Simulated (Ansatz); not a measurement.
**GeAsH₅ (triplet): wave-function methods side by side, cc-pVDZ**

One table from this session's results is given with a row withheld; the runs are named, their logs left out.

Program: Ansatz 0.2.0, Gaussian basis. Level of theory: cc-pVDZ, core rule «outside noble gas», up to 28 orbitals frozen. These are calculated values, not measurements.

Plan: UHF; CCSD(T) on ROHF; CCSD(T) on UHF; BCCD(T) on ROHF; CISD; CCSDT(Q) on ROHF; CCSDT(Q) on UHF.

6 further runs of the same task are left out: 6 set aside as unsound or not needed.

## What is computed

The geometry is a PBE0/def2-TZVP stationary point (not a proven minimum). No spin-orbit coupling is included. The filled d shell of Ge, As may be among the frozen orbitals whatever the setting's name suggests; the logs give the count.

7 atoms, charge 0, spin multiplicity 3.

Atoms are counted from 1 here; the program's logs count them from 0.

Bond lengths: Ge1–As2 2.414 Å, Ge1–H3 1.535 Å, Ge1–H4 1.537 Å, Ge1–H5 1.537 Å, As2–H6 1.679 Å, As2–H7 1.670 Å. Angles: As2–Ge1–H3 109.9°, As2–Ge1–H4 109.1°, As2–Ge1–H5 109.1°, H3–Ge1–H4 110.0°, H3–Ge1–H5 110.0°, H4–Ge1–H5 108.9°, Ge1–As2–H6 94.6°, Ge1–As2–H7 91.6°, H6–As2–H7 173.7°.

As a file:

```xyz
7
AsGeH5
Ge    0.0000    0.0025    1.2082
As    0.0000   -0.0021   -1.2058
H     0.0000    1.4467    1.7272
H    -1.2505   -0.7364    1.7116
H     1.2505   -0.7364    1.7116
H     0.0000    1.6712   -1.3440
H     0.0000   -1.6715   -1.2506
```

Set-up of the first run:

The input, in.yaml:

```yaml
crystal:
  periodic: [false, false, false]
  atoms:
    - {symbol: Ge, position_ang: [0.000000, 0.002482, 1.208209]}
    - {symbol: As, position_ang: [0.000000, -0.002052, -1.205799]}
    - {symbol: H, position_ang: [0.000000, 1.446730, 1.727162]}
    - {symbol: H, position_ang: [-1.250506, -0.736399, 1.711615]}
    - {symbol: H, position_ang: [1.250506, -0.736399, 1.711615]}
    - {symbol: H, position_ang: [0.000000, 1.671226, -1.344022]}
    - {symbol: H, position_ang: [0.000000, -1.671527, -1.250582]}
basis:
  gaussian: {orbitals: cc-pVDZ}
magnetization: {spin_polarized: true, initial_magnetization: 2}
hamiltonian: {xc: hf}
output: {orbitals: {seedname: orbitals}}
```

Run with:

```console
ansatz run in.yaml --threads 1 --pin off --events-out ev --progress --plain --max-ram 4096MiB --backend cpu
```

Steps of the session up to this table: UHF; CCSD(T) on ROHF; CCSD(T) on UHF; BCCD(T) on ROHF; CISD; CCSDT(Q) on ROHF; CCSDT(Q) on UHF.

One of the session's tables, all rows but one given; the rest of the session is left out.

| method | from UCCSDT(Q) (meV) |
| --- | --- |
| ROHF | +7253.8 |
| UHF | +6925.7 |
| RMP2 | +1480.0 |
| UMP2 | +1517.8 |
| CISD | +914.5 |
| RCCSD | +231.5 |
| UCCSD | +220.6 |
| RCCSD(T) | +47.5 |
| UCCSD(T) | +44.6 |
| BCCD(T) | +47.2 |
| RCCSDT | +12.1 |
| UCCSDT | +7.8 |
| RCCSDT(Q) | ? |
| UCCSDT(Q) | 0 |

Estimate the missing values for RCCSDT(Q).

The run gave: from UCCSDT(Q) (meV): +4.2. In the column «from UCCSDT(Q) (meV)» it lies between UCCSDT(Q) (0) and UCCSDT (+7.8).

To keep in mind: Restricted and unrestricted rows rest on different reference determinants; where their highest levels disagree by more than a few hundredths of an eV, they describe different states and don't form one ladder.
